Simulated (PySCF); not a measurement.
# ZrEt2Cl2: geometry, NMR shifts and electronic excitations

Wanted: the NMR shifts and electronic excitations of ZrEt2Cl2 (`C[CH2][Zr]([Cl])([Cl])[CH2]C`), by calculation.

Computed with PySCF 2.14.0, with density-fitted response routines of our own, on a single molecule in the gas phase. Atoms are numbered from 0 throughout.

### Step 1. The starting structure

17 atoms, charge 0, multiplicity 1; geometry from: GFN2-xTB. The atoms were then displaced at random by about 0.03 Å, so the start is not that level's minimum.

Bonds of the start (Å): Zr0–C1 2.17, Zr0–C8 2.11, Zr0–Cl15 2.43, Zr0–Cl16 2.26, C1–C2 1.58, C1–H3 1.18, C1–H4 1.10, C2–H5 1.11, C2–H6 1.06, C2–H7 1.03, C8–C9 1.57, C8–H10 1.11, C8–H11 1.10, C9–H12 1.06, C9–H13 1.11, C9–H14 1.09.

### Step 2. Geometry optimisation at PBE0-D3(BJ)/def2-SVP

Job settings and geometry (Å):

```
{"job": {"xc": "PBE0", "basis": "def2-SVP", "d3": "d3bj", "grid": 1, "maxiter": 40, "shake": 0.03, "kind": "geom"}, "charge": 0, "multiplicity": 1}
Zr    -0.330920    -0.088820    -0.263840
C     -0.355130    -0.055350     1.903270
C     -1.906170     0.091490     2.193710
H      0.304800     0.801590     2.377800
H      0.022700    -1.005540     2.321870
H     -2.049770     0.096000     3.292260
H     -2.203500     1.048300     1.833780
H     -2.366390    -0.717570     1.756570
C      1.683940    -0.027830    -0.890340
C      1.473790    -0.044640    -2.449690
H      2.239630    -0.954650    -0.643980
H      2.305000     0.845690    -0.645310
H      2.353960    -0.009660    -3.044960
H      0.874190    -0.924210    -2.777330
H      0.920310     0.833530    -2.791200
Cl    -1.458210     1.926640    -1.032640
Cl    -1.536790    -1.815560    -1.079690
```

Command:

```bash
$ OMP_NUM_THREADS=1 python probes_run.py task.json out
```

This one command runs all jobs of the session in turn.

Log:

```text
step   0  E = -1125.12658961  max force = 0.072239
step   1  E = -1125.14813227  max force = 0.021549
step   2  E = -1125.15069665  max force = 0.007511
step   3  E = -1125.15260163  max force = 0.011094
step   4  E = -1125.15324317  max force = 0.008898
step   5  E = -1125.15394633  max force = 0.003074
step   6  E = -1125.15421547  max force = 0.002416
step   7  E = -1125.15456771  max force = 0.003644
step   8  E = -1125.15478521  max force = 0.004072
step   9  E = -1125.15501429  max force = 0.004480
step  10  E = -1125.15517342  max force = 0.002888
step  11  E = -1125.15524577  max force = 0.000796
step  12  E = -1125.15527247  max force = 0.000838
step  13  E = -1125.15530539  max force = 0.000773
step  14  E = -1125.15531092  max force = 0.000953
step  15  E = -1125.15529675  max force = 0.000888
step  16  E = -1125.15529356  max force = 0.000805
step  17  E = -1125.15529613  max force = 0.000616
step  18  E = -1125.15529921  max force = 0.000390
step  19  E = -1125.15530149  max force = 0.000194
step  20  E = -1125.15530226  max force = 0.000127
step  21  E = -1125.15530267  max force = 0.000099
optimisation converged
```

It took 6.9 min on 1 thread of Arm Neoverse V1, shared host; peak memory 0.74 GiB.

Along the way:

| step | energy from step 0 (eV) | largest force component (eV/Å) |
| --- | --- | --- |
| 0 | 0.0000 | 3.7147 |
| 1 | -0.5862 | 1.1081 |
| 2 | -0.6560 | 0.3862 |
| 3 | -0.7078 | 0.5705 |
| 4 | -0.7253 | 0.4576 |
| 5 | -0.7444 | 0.1581 |
| 6 | -0.7517 | 0.1242 |
| 7 | -0.7613 | 0.1874 |
| 8 | -0.7672 | 0.2094 |
| 9 | -0.7735 | 0.2304 |
| 10 | -0.7778 | 0.1485 |
| 11 | -0.7798 | 0.0409 |
| 12 | -0.7805 | 0.0431 |
| 13 | -0.7814 | 0.0397 |
| 14 | -0.7815 | 0.0490 |
| 15 | -0.7812 | 0.0457 |
| 16 | -0.7811 | 0.0414 |
| 17 | -0.7811 | 0.0317 |
| 18 | -0.7812 | 0.0201 |
| 19 | -0.7813 | 0.0100 |
| 20 | -0.7813 | 0.0065 |
| 21 | -0.7813 | 0.0051 |

Close pairs (by a distance rule), those that changed most:

| bond | before (Å) | after (Å) | change (Å) |
| --- | --- | --- | --- |
| Zr0–Cl16 | 2.259 | 2.350 | +0.091 |
| Zr0–Cl15 | 2.434 | 2.352 | -0.082 |
| Zr0–C8 | 2.111 | 2.188 | +0.077 |
| C2–H7 | 1.028 | 1.102 | +0.074 |
| C1–H3 | 1.181 | 1.110 | -0.072 |
| C1–C2 | 1.585 | 1.527 | -0.058 |
| C8–C9 | 1.574 | 1.527 | -0.046 |
| C9–H12 | 1.063 | 1.103 | +0.040 |

The next job starts from the end point, and lists it.

| at the end point | value |
| --- | --- |
| rotational constants (GHz, main isotopes) | 1.105, 0.912, 0.744 |
| dipole moment (D) | 2.16 |

### Step 3. Shielding tensors: PBE0/def2-TZVP+pcSseg-1

Job settings and geometry (Å):

```
{"job": {"kind": "nmr", "xc": "PBE0", "basis": {"default": "pcSseg-1", "Zr": "def2-TZVP"}}, "charge": 0, "multiplicity": 1}
Zr    -0.485204     0.078705    -0.470232
C     -0.780716    -0.111668     1.689069
C     -2.215725     0.067181     2.178599
H     -0.099578     0.628626     2.157175
H     -0.382040    -1.109672     1.964364
H     -2.303383    -0.047100     3.272542
H     -2.608646     1.066080     1.929104
H     -2.895875    -0.672434     1.725404
C      1.667419    -0.093496    -0.820840
C      2.069895    -0.004790    -2.291403
H      1.993842    -1.051890    -0.368764
H      2.146021     0.708303    -0.222307
H      3.163075    -0.056533    -2.431942
H      1.632579    -0.825905    -2.882170
H      1.735739     0.940307    -2.750270
Cl    -1.142812     2.242538    -1.114827
Cl    -1.523153    -1.758841    -1.503222
```

With the program's defaults for keys left out, this is: GIAO PBE0/pcSseg-1 Zr:def2-TZVP NMR shielding, scalar relativity only through core potentials, gas phase.

Log:

```text
coarse grid: 66280 points
cycle   1  E = -1124.4964600461  dE = -4.311e+00  |g| = 1.971e+00  |ddm| = 5.293e+00
cycle   2  E = -1124.0816495886  dE =  4.148e-01  |g| = 2.121e+00  |ddm| = 5.219e+00
cycle   3  E = -1125.4768072447  dE = -1.395e+00  |g| = 2.115e-01  |ddm| = 3.963e+00
cycle   4  E = -1125.4832087786  dE = -6.402e-03  |g| = 1.363e-01  |ddm| = 3.681e-01
cycle   5  E = -1125.4871665156  dE = -3.958e-03  |g| = 5.190e-02  |ddm| = 1.573e-01
cycle   6  E = -1125.4878654547  dE = -6.989e-04  |g| = 5.450e-03  |ddm| = 4.795e-02
cycle   7  E = -1125.4878717473  dE = -6.293e-06  |g| = 2.335e-03  |ddm| = 7.444e-03
final grid: 136448 points
cycle   8  E = -1125.4876721402  dE =  1.672e-06  |g| = 3.498e-03  |ddm| = 6.054e-03
cycle   9  E = -1125.4876643858  dE =  7.754e-06  |g| = 6.266e-03  |ddm| = 9.416e-03
cycle  10  E = -1125.4876754162  dE = -1.103e-05  |g| = 4.068e-04  |ddm| = 6.485e-03
cycle  11  E = -1125.4876754596  dE = -4.333e-08  |g| = 5.340e-05  |ddm| = 4.417e-04
cycle  12  E = -1125.4876754603  dE = -7.462e-10  |g| = 1.515e-05  |ddm| = 5.389e-05
converged SCF energy = -1125.4876754603

GIAO shielding tensors (ppm)
atom      isotropic    diamagn.    paramagn.     s11        s22        s33       span
  0 Zr         nan         nan         nan        nan        nan        nan        nan
  1 C      113.887     256.489    -142.602     79.795     86.965    174.902     95.106
  2 C      171.539     243.705     -72.166    159.151    172.050    183.416     24.265
  3 H       29.652      32.940      -3.288     24.765     31.239     32.953      8.189
  4 H       29.558      32.787      -3.229     24.770     31.117     32.787      8.017
  5 H       29.995      25.881       4.114     25.923     27.639     36.424     10.501
  6 H       29.947      28.093       1.855     26.493     28.600     34.750      8.257
  7 H       29.975      28.017       1.958     26.554     28.661     34.709      8.155
  8 C      114.415     256.243    -141.828     81.017     87.694    174.534     93.517
  9 C      171.902     244.088     -72.185    160.148    171.901    183.658     23.510
 10 H       29.595      32.760      -3.166     24.984     31.026     32.773      7.789
 11 H       29.604      32.805      -3.201     24.891     31.008     32.912      8.021
 12 H       29.968      25.934       4.035     25.921     27.616     36.368     10.447
 13 H       29.969      28.116       1.853     26.527     28.597     34.784      8.257
 14 H       29.968      28.171       1.797     26.513     28.580     34.811      8.298
 15 Cl     431.627    1151.745    -720.118    131.173    177.108    986.600    855.426
 16 Cl     432.028    1151.752    -719.724    126.380    178.896    990.808    864.428
```

Wall time 55 s (1 thread of Arm Neoverse V1, shared host); peak memory 1.1 GiB.

The references, computed at this level on geometries of the same kind, shield at (ppm): ¹H TMS 31.27, ¹³C TMS 184.4, ³⁵Cl HCl 943. Their shielding less the atom's gives the shift. The references are single molecules in the gas phase. Atoms listed in one row are averaged.

| atoms | environment | σ (ppm) | δ (ppm) |
| --- | --- | --- | --- |
| C1, C8 | carbon bonded to C, Zr, 2 H | 114.2 | 70.3 |
| C2, C9 | carbon bonded to C, 3 H | 171.7 | 12.7 |
| H3, H4, H10, H11 | hydrogen on a carbon bonded to C, Zr | 29.60 | 1.66 |
| H5, H6, H7, H12, H13, H14 | hydrogen on a carbon bonded to C | 29.97 | 1.30 |
| Cl15, Cl16 | chlorine bonded to Zr | 432 | 511 |

Atoms past Kr carry core potentials, so their printed shieldings have no meaning and are left out of the table.

Charges from the same density, by scheme (e):

| atoms | Mulliken | ESP fit |
| --- | --- | --- |
| Zr0 | 1.05 | 0.77 |
| C1, C8 | -0.67 | -0.23 |
| C2, C9 | -0.28 | -0.15 |
| Cl15, Cl16 | -0.36 | -0.28 |

Mayer bond orders: Zr0–C1 0.98, Zr0–C8 0.98, Zr0–Cl15 1.07, Zr0–Cl16 1.07, C1–C2 1.03, C8–C9 1.03.

With diffuse functions Mulliken charges and Mayer bond orders lose their meaning; the other schemes are steadier.

Orbitals, density, ELF and potential are computed afterwards from the orbital file.

Frontier orbitals at PBE0/def2-TZVP+pcSseg-1, with the share of their density that lies nearest to each atom:

| orbital | energy (eV) | lies on |
| --- | --- | --- |
| HOMO | -7.60 | C1, C8 about 22 % each; Zr0 18 % |
| LUMO | -1.91 | Zr0 69 % |

ELF in a plane through or near 7 of the atoms.

Ten even steps from '0' (0.00) to '9' (1.00):
```
0000000000000000000000000000
0000000000000000000000000000
0000000000000000000000000000
0000000000000000000000000000
0000000000000000000000000000
0000000001100000011000000000
0000683025631001354203860000
0005999336553103555339995000
0007999773866106674779997000
0006999387285225827839996000
0000354336655775666434420000
0000015652217227122565200000
0000013530018888100353100000
0000001100002442000011000000
0000000000000000000000000000
0000000000000000000000000000
0000000000000000000000000000
0000000000000000000000000000
0000000000000000000000000000
0000000000000000000000000000
```
The map spans 13.1 Å across and 9.1 Å up, centred on the molecule. Atoms in the plane (x, y in Å): Zr0 (0.0, -0.7), C1 (1.8, 0.6), C2 (3.1, -0.1), H5 (4.0, 0.6), C8 (-1.8, 0.6), C9 (-3.1, -0.1), H12 (-3.9, 0.6).

On the surface of density 0.002 e/bohr³ the electrostatic potential runs, from the 1st to the 99th percentile, from -0.52 V near Cl15 to 1.87 V near Zr0.

### Step 4. TDDFT and polarisability: wB97X-D/def2-SVPD

The job, as its differences from that of step 3:

```diff
@@ -1,2 +1,2 @@
-{"job": {"kind": "nmr", "xc": "PBE0", "basis": {"default": "pcSseg-1", "Zr": "def2-TZVP"}}, "charge": 0, "multiplicity": 1}
+{"job": {"kind": "uv", "xc": "wB97X-D", "basis": "def2-SVPD", "ip": false, "nstates": 10}, "charge": 0, "multiplicity": 1}
 Zr    -0.485204     0.078705    -0.470232
```

Method: TDDFT wB97X-D/def2-SVPD, vertical, gas phase, core orbitals frozen in the response.

Log:

```text
coarse grid: 66280 points
cycle   1  E = -1125.2250590143  dE = -5.664e+00  |g| = 1.153e+00  |ddm| = 6.985e+00
cycle   2  E = -1125.3010444421  dE = -7.599e-02  |g| = 1.027e+00  |ddm| = 4.164e+00
cycle   3  E = -1125.6197795319  dE = -3.187e-01  |g| = 1.068e-01  |ddm| = 2.144e+00
cycle   4  E = -1125.6226960382  dE = -2.917e-03  |g| = 5.065e-02  |ddm| = 2.748e-01
cycle   5  E = -1125.6233892412  dE = -6.932e-04  |g| = 9.501e-03  |ddm| = 9.736e-02
cycle   6  E = -1125.6234242360  dE = -3.499e-05  |g| = 3.744e-03  |ddm| = 2.117e-02
cycle   7  E = -1125.6234307272  dE = -6.491e-06  |g| = 1.203e-03  |ddm| = 9.540e-03
final grid: 136448 points
cycle   8  E = -1125.6265669504  dE = -6.284e-05  |g| = 2.451e-03  |ddm| = 1.071e-01
cycle   9  E = -1125.6265680878  dE = -1.137e-06  |g| = 1.733e-03  |ddm| = 9.187e-03
cycle  10  E = -1125.6265688578  dE = -7.699e-07  |g| = 3.508e-04  |ddm| = 2.957e-03
cycle  11  E = -1125.6265689142  dE = -5.640e-08  |g| = 1.180e-04  |ddm| = 1.679e-03
cycle  12  E = -1125.6265689236  dE = -9.382e-09  |g| = 5.035e-05  |ddm| = 3.311e-04
cycle  13  E = -1125.6265689259  dE = -2.316e-09  |g| = 2.963e-05  |ddm| = 2.373e-04
cycle  14  E = -1125.6265689265  dE = -6.671e-10  |g| = 6.999e-06  |ddm| = 8.545e-05
converged SCF energy = -1125.6265689265

Static polarisability (au): isotropic 121.645, principal 111.215 114.286 139.436

Singlet excitations
state   eV       nm        f      main configurations
  1   4.0556    305.7   0.00020   H-1->L 0.96
  2   4.3142    287.4   0.00101   H->L 0.97
  3   4.3478    285.2   0.00000   H->L+1 0.93
  4   4.3641    284.1   0.00002   H-1->L+1 0.90
  5   5.0726    244.4   0.00000   H-1->L+2 0.96
  6   5.0862    243.8   0.00178   H->L+2 0.94
  7   5.6216    220.5   0.00577   H-1->L+3 0.84, H->L+5 0.09
  8   5.7770    214.6   0.00964   H->L+3 0.79, H-1->L+5 0.15
  9   6.3644    194.8   0.00018   H-2->L+1 0.92
 10   6.4199    193.1   0.01314   H-2->L 0.79, H-3->L+1 0.18

Triplet excitations (Tamm-Dancoff, eV): 3.7916 3.9072 3.9857 4.0689
```

Run time: 98 s. Hardware: 1 thread of Arm Neoverse V1, shared host; peak memory 1.3 GiB.

The orbitals next to the gap, with their largest atomic shares:

| orbital | eV | atoms |
| --- | --- | --- |
| HOMO−3 | -11.44 | Cl16 43 %, Cl15 43 %, Zr0 10 % |
| HOMO−2 | -11.14 | Cl15 46 %, Cl16 46 % |
| HOMO−1 | -9.48 | Zr0 28 %, C1 21 %, C8 20 % |
| HOMO | -9.40 | C8 22 %, C1 22 %, Zr0 20 % |
| LUMO | -0.11 | Zr0 72 %, Cl15 6 %, Cl16 6 % |
| LUMO+1 | 0.03 | Zr0 71 %, Cl16 8 %, Cl15 8 % |
| LUMO+2 | 0.66 | Zr0 64 %, Cl16 10 %, Cl15 9 % |

With each of the 10 states as a Gaussian band of 0.4 eV half-width at 1/e, the curve within the window shown has maxima at 288 nm (ε 49), 216 nm (ε 640), 196 nm (ε 580) L/(mol cm). Beyond the last state computed it falls off for lack of states. The curve at chosen wavelengths:

nm, ε (L/mol/cm) and a bar:
```
      185        308 ###############
      192        550 ##########################
      199        566 ###########################
      206        553 ###########################
      213        624 ##############################
      220        608 #############################
      227        454 ######################
      234        280 #############
      241        165 ########
      248        104 #####
      255         69 ###
      262         50 ##
      269         43 ##
      275         44 ##
      282         47 ##
      289         49 ##
      296         46 ##
      303         39 ##
      310         31 #
      317         23 #
      324         16 #
      331         10 
      338          6 
      345          4 
      352          2 
      359          1
```

Leading natural transition orbitals of singlet state 10: the hole lies on Cl15, Cl16 about 48 % each; the particle on Zr0 72 %; Cl15, Cl16 about 6 % each.

Leading natural transition orbitals of singlet state 1: the hole lies on C1, C8 about 25 % each; Zr0 24 %; the particle on Zr0 72 %.

Ground-state properties from the same run:

| property | computed |
| --- | --- |
| dipole moment (D) | 2.23 |
| polarisability (Å³) | 18.03 |
| HOMO–LUMO gap (eV) | 9.29 |
| −ε(HOMO) (eV) | 9.40 |

### Step 5. Shielding tensors: KT2/def2-TZVP+pcSseg-1

The job, as its differences from that of step 4:

```diff
@@ -1,2 +1,2 @@
-{"job": {"kind": "uv", "xc": "wB97X-D", "basis": "def2-SVPD", "ip": false, "nstates": 10}, "charge": 0, "multiplicity": 1}
+{"job": {"kind": "nmr", "xc": "KT2", "basis": {"default": "pcSseg-1", "Zr": "def2-TZVP"}, "pop": false}, "charge": 0, "multiplicity": 1}
 Zr    -0.485204     0.078705    -0.470232
```

Level: GIAO KT2/pcSseg-1 Zr:def2-TZVP NMR shielding, scalar relativity only through core potentials, gas phase.

Log:

```text
coarse grid: 66280 points
cycle   1  E = -1132.3674030611  dE = -1.968e+00  |g| = 3.839e+00  |ddm| = 5.575e+00
cycle   2  E = -1105.7637271477  dE =  2.660e+01  |g| = 5.946e+00  |ddm| = 3.281e+01
cycle   3  E = -1126.3025088038  dE = -2.054e+01  |g| = 5.256e+00  |ddm| = 3.287e+01
cycle   4  E = -1132.3173932275  dE = -6.015e+00  |g| = 3.788e+00  |ddm| = 2.736e+00
cycle   5  E = -1126.4818423578  dE =  5.836e+00  |g| = 5.597e+00  |ddm| = 3.147e+00
cycle   6  E = -1127.0550632836  dE = -5.732e-01  |g| = 5.083e+00  |ddm| = 9.584e-01
cycle   7  E = -1127.5876373612  dE = -5.326e-01  |g| = 4.947e+00  |ddm| = 2.077e+00
cycle   8  E = -1127.8473202454  dE = -2.597e-01  |g| = 4.695e+00  |ddm| = 2.198e+00
cycle   9  E = -1134.1041425722  dE = -6.257e+00  |g| = 2.578e+00  |ddm| = 2.630e+00
cycle  10  E = -1134.7325273814  dE = -6.284e-01  |g| = 1.915e+00  |ddm| = 1.952e+00
cycle  11  E = -1135.3169852304  dE = -5.845e-01  |g| = 1.128e+00  |ddm| = 2.784e+00
cycle  12  E = -1135.6964611968  dE = -3.795e-01  |g| = 3.387e-01  |ddm| = 1.656e+00
cycle  13  E = -1135.7217217813  dE = -2.526e-02  |g| = 1.445e-01  |ddm| = 4.724e-01
cycle  14  E = -1135.7267203794  dE = -4.999e-03  |g| = 5.560e-02  |ddm| = 1.715e-01
cycle  15  E = -1135.7274883598  dE = -7.680e-04  |g| = 1.263e-02  |ddm| = 5.149e-02
cycle  16  E = -1135.7275352978  dE = -4.694e-05  |g| = 3.395e-03  |ddm| = 1.434e-02
cycle  17  E = -1135.7275378334  dE = -2.536e-06  |g| = 1.182e-03  |ddm| = 3.613e-03
final grid: 136448 points
cycle  18  E = -1135.7272663968  dE =  1.371e-06  |g| = 2.669e-03  |ddm| = 4.593e-03
cycle  19  E = -1135.7272557701  dE =  1.063e-05  |g| = 6.592e-03  |ddm| = 8.810e-03
cycle  20  E = -1135.7272682642  dE = -1.249e-05  |g| = 7.725e-04  |ddm| = 6.622e-03
cycle  21  E = -1135.7272684361  dE = -1.720e-07  |g| = 1.028e-04  |ddm| = 8.020e-04
cycle  22  E = -1135.7272684391  dE = -3.003e-09  |g| = 1.926e-05  |ddm| = 1.069e-04
cycle  23  E = -1135.7272684392  dE = -8.367e-11  |g| = 5.475e-06  |ddm| = 2.183e-05
converged SCF energy = -1135.7272684392

GIAO shielding tensors (ppm)
atom      isotropic    diamagn.    paramagn.     s11        s22        s33       span
  0 Zr         nan         nan         nan        nan        nan        nan        nan
  1 C      110.388     257.660    -147.273     79.243     80.874    171.046     91.803
  2 C      168.303     244.768     -76.465    154.247    168.529    182.132     27.885
  3 H       29.241      33.098      -3.857     24.105     30.898     32.720      8.616
  4 H       29.132      32.917      -3.785     24.089     30.802     32.505      8.416
  5 H       29.840      25.659       4.181     25.970     27.716     35.835      9.866
  6 H       29.764      28.425       1.339     26.499     28.540     34.254      7.755
  7 H       29.785      28.321       1.464     26.538     28.610     34.206      7.668
  8 C      110.902     257.464    -146.562     80.615     81.449    170.642     90.027
  9 C      168.691     245.111     -76.420    155.320    168.380    182.372     27.051
 10 H       29.178      32.905      -3.727     24.326     30.690     32.519      8.193
 11 H       29.179      32.954      -3.775     24.218     30.679     32.640      8.422
 12 H       29.813      25.709       4.104     25.969     27.695     35.774      9.805
 13 H       29.788      28.425       1.363     26.524     28.550     34.289      7.765
 14 H       29.778      28.503       1.276     26.488     28.525     34.322      7.834
 15 Cl     376.577    1153.837    -777.259     81.082    137.212    911.437    830.356
 16 Cl     377.925    1153.843    -775.918     77.160    140.115    916.502    839.342
```

Wall time 64 s (1 thread of Arm Neoverse V1, shared host); peak memory 1.1 GiB.

In short: δ C1 72.6, C2 14.7, Cl15 565, H3 2.00, H5 1.38 ppm (means over like atoms).

### Step 6. Comparing the runs: NMR shifts

Shifts (ppm), means over like atoms, with basis size and wall time:

| run | C1 | C2 | H3 | H5 | Cl15 | functions | time |
| --- | --- | --- | --- | --- | --- | --- | --- |
| PBE0/def2-TZVP+pcSseg-1 | 70.3 | 12.7 | 1.66 | 1.30 | 511 | 206 | 55 s |
| KT2/def2-TZVP+pcSseg-1 | 72.6 | 14.7 | 2.00 | 1.38 | 565 | 206 | 64 s |

### Step 7. Results

```
                                                                          quantity                         value
                                              rotational constants (main isotopes)          1.11, 0.91, 0.74 GHz
 ¹³C shifts against TMS (PBE0/def2-TZVP+pcSseg-1, means over atoms taken as alike)                70.3, 12.7 ppm
  ¹H shifts against TMS (PBE0/def2-TZVP+pcSseg-1, means over atoms taken as alike)                1.66, 1.30 ppm
³⁵Cl shifts against HCl (PBE0/def2-TZVP+pcSseg-1, means over atoms taken as alike)                       511 ppm
                                             surface potential, 1st and 99th percentile            -0.52 V and 1.87 V
                                                lowest singlet (wB97X-D/def2-SVPD)   4.06 eV (306 nm), f = 0.000
                                          brightest single state of those computed  state 10, 6.42 eV, f = 0.013
                                                                    lowest triplet                       3.79 eV
                                                        range of the shift of Cl15                511 to 565 ppm
```

The start was shaken at random, so part of the energy gained undoes that. Over 21 steps the energy fell by 0.781 eV; of the close pairs, Zr0–Cl16 changed most, 2.259 to 2.350 Å. At PBE0/def2-TZVP+pcSseg-1: The widest tensor belongs to Cl15, Cl16: span 860 ppm, with a paramagnetic part of -720 ppm. By nearest atom (PBE0/def2-TZVP+pcSseg-1), the HOMO sits on C1, C8 about 22 % each; Zr0 18 % and the LUMO on Zr0 69 %. The first singlet state (HOMO−1→LUMO 0.96) lies at 4.06 eV and is dark; of the 10 states computed, the strongest absorption comes from state 10 at 6.42 eV (the last computed, so partners may be missing). The lowest triplet lies 0.26 eV below the lowest singlet (triplets in Tamm-Dancoff, singlets in full TDDFT). In ppm, Cl15 (with its like atoms) moves most: its shift spreads over 54 ppm, from 511 (PBE0/def2-TZVP+pcSseg-1) to 565 (KT2/def2-TZVP+pcSseg-1). Spin-orbit coupling is left out, which matters for shieldings and couplings at and beside the heavy atoms.
